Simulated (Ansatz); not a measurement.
The system is HPbNO4.

```
CELL_PARAMETERS angstrom
4.27531 -0.00040 0.00636
-2.08399 5.20775 -0.04907
-2.12377 -1.86574 4.91491
ATOMIC_POSITIONS crystal
H 0.99073 0.03330 0.90994
Pb 0.50274 0.81989 0.14287
N 0.00838 0.47408 0.50265
O 0.99816 0.92741 0.02877
O 0.19467 0.73435 0.60852
O 0.81673 0.35882 0.24556
O 0.01381 0.33121 0.65217
```

The cell was built by a generator and needn't be a form met in nature.

Base run:

```yaml
Program: Ansatz 0.2.0
Functional: PBE
Potentials_or_basis: Ansatz PAW
Cutoff: 420 eV
Density_cutoff: 1680 eV
k_mesh: 8 × 6 × 6
Occupations: fermi-dirac, width 0.05 eV
Spin: no spin polarisation
```

Its results: band gap on the k mesh 2.82 eV, indirect (least direct gap 3.16 eV); pressure 0.0 GPa; largest force 0.005 eV/Å.

Task: The run is repeated on the same cell with these changes: functional from PBE to PBEsol. What comes out?

Result: Band gap on the k mesh 2.82 eV, indirect (least direct gap 3.18 eV); pressure -2.6 GPa; largest force 0.460 eV/Å.

PBEsol binds more tightly than PBE, so the same cell stands under less pressure.

Caveats: spin-orbit coupling is left out, which as a rule narrows the gap of such compounds by several tenths of an eV; the PAW data sets come from PBE, with cores solved anew for the run's functional, which leaves a small shift of forces and pressure (some runs).

A k mesh can miss the band edges.

Not every run made on this cell is shown here.
